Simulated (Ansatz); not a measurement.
WAu:

```
CELL_PARAMETERS angstrom
0.00000 2.74798 2.74798
2.74798 0.00000 2.74798
2.74798 2.74798 0.00000
ATOMIC_POSITIONS crystal
W 0.00000 0.00000 0.00000
Au 0.75000 0.75000 0.75000
```

The cell was built by a generator and needn't be a form met in nature.

| Property | Result |
| --- | --- |
| Program | Ansatz 0.2.0 |
| Task | relaxation of cell and atoms |
| Functional | B3LYP |
| Potentials or basis | Ansatz PAW |
| Cutoff | 420 eV (not typed: the program's choice for these potentials) |
| k mesh | 4 × 4 × 4 |
| Occupations | fermi-dirac, width 0.05 eV |
| Spin | no spin polarisation |

At the start: volume 20.75 Å³/atom.

Problem. Where does the relaxation end?

Solution. It ends after 6 steps and the volume is 24.96 Å³/atom (+20.3 %); space group F-43m (No. 216, to 0.05 Å).

Step by step:
```csv
step,energy change (eV),largest force (eV/Å),volume (Å³)
1,0.0000,0.0000,41.50
2,-0.7486,0.0000,47.87
3,-0.7806,0.0000,49.33
4,-0.7832,0.0000,49.88
5,-0.7832,0.0000,49.92
6,-0.7870,0.0000,49.92
```

Final structure:
```yaml
crystal:
  lattice:
    - [0.00000, 2.92250, 2.92250]
    - [2.92250, 0.00000, 2.92250]
    - [2.92250, 2.92250, 0.00000]
  atoms:
    - { symbol: W, position: [0.00000, 0.00000, 0.00000] }
    - { symbol: Au, position: [0.75000, 0.75000, 0.75000] }
```

Caveat: the k mesh is coarse (spacing up to 0.50 Å⁻¹), so the values aren't converged, least of all with exact exchange; the volume moved by over 15 % at a fixed basis, so the end points are rough; the plane-wave basis is chosen anew once the cell has moved, so the energies of steps on either side of that aren't comparable; the PAW data sets come from PBE, with cores solved anew for the run's functional, which leaves a small shift of forces and pressure.
